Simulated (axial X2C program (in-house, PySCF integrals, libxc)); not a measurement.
**MnMg: properties at the nuclei**

Wanted for MnMg: properties at the nuclei, at the two-component level.

Method: two-component X2C with atomic mean-field terms, Mn dyall-cv3z, Mg dyall-cv3z; program: an in-house X2C program for linear molecules on PySCF integrals.

All values are calculated.

## Step 1: Set-up

task.json reads:

```json
{
 "zs": [
  25,
  12
 ],
 "q": 0,
 "bas": [
  "dyall-cv3z",
  "dyall-cv3z"
 ],
 "r0": 2.58,
 "levels": [
  "PBE0",
  "HF",
  "PBE50",
  "BP86",
  "BHandHLYP"
 ],
 "nst": 3
}
```

Keys: zs atomic numbers; q charge; bas basis sets; r0 starting distance in Å; levels methods (HF also brings MP2); nst determinants followed.

The run is started by

```
> python soeom.py task.json out
```

The runs that follow: Expectation values, lowest determinant; Expectation values, a higher determinant; Expectation values, a higher determinant.

Before running it: what results should come out? Wanted: lowest determinant; Eeff magnitude; Ws magnitude Mn; A∥/gI Mn; qzz Mn; higher determinant (for each run or level that gives them).

**Answer**, as computed:

```
                                        quantity                                                       value
                              lowest determinant                     Ω = 5/2 (excess of +ω over −ω: ω = 5/2)
                    Eeff magnitude (GV/cm), PBE0                                                      0.0851
                     Ws magnitude Mn (kHz), PBE0                                                      0.0143
                            A∥/gI Mn (MHz), PBE0                                                         153
                             qzz Mn (a.u.), PBE0                                                       -0.20
                              higher determinant        Ω = 7/2 (excess of +ω over −ω: 2 × ω = 1/2, ω = 5/2)
Eeff magnitude (GV/cm), PBE0, higher determinant                                                       0.171
 Ws magnitude Mn (kHz), PBE0, higher determinant                                                      0.0361
        A∥/gI Mn (MHz), PBE0, higher determinant                                                         417
         qzz Mn (a.u.), PBE0, higher determinant                                                       -1.22
                              higher determinant  Ω = 3/2 (excess of +ω over −ω: ω = 1/2, ω = -3/2, ω = 5/2)
Eeff magnitude (GV/cm), PBE0, higher determinant                                                       0.109
 Ws magnitude Mn (kHz), PBE0, higher determinant                                                      0.0493
        A∥/gI Mn (MHz), PBE0, higher determinant                                                         693
         qzz Mn (a.u.), PBE0, higher determinant                                                       -0.73
```

**Reading.** In the first state, the effective field runs from 0.0354 to 0.8 GV/cm over the mean-field levels, so the levels don't agree on it. The expectation values come from single determinants, which for open shells can mix terms of unlike spin or miss the lowest Ω, so a determinant need not be a state. Eeff is the effective electric field on the electron dipole moment in this Ω state and Ws the scalar–pseudoscalar constant (defined with the proton number Z and per Ω); A∥ is the parallel hyperfine constant, which follows by multiplying with the nuclear g factor gI = μI/(I μN); qzz is the electric field gradient, eQq0 = 234.96 MHz × Q/barn × qzz; μ is positive if Mg is the positive end. The operators were transformed with the bare-nucleus X2C matrices.
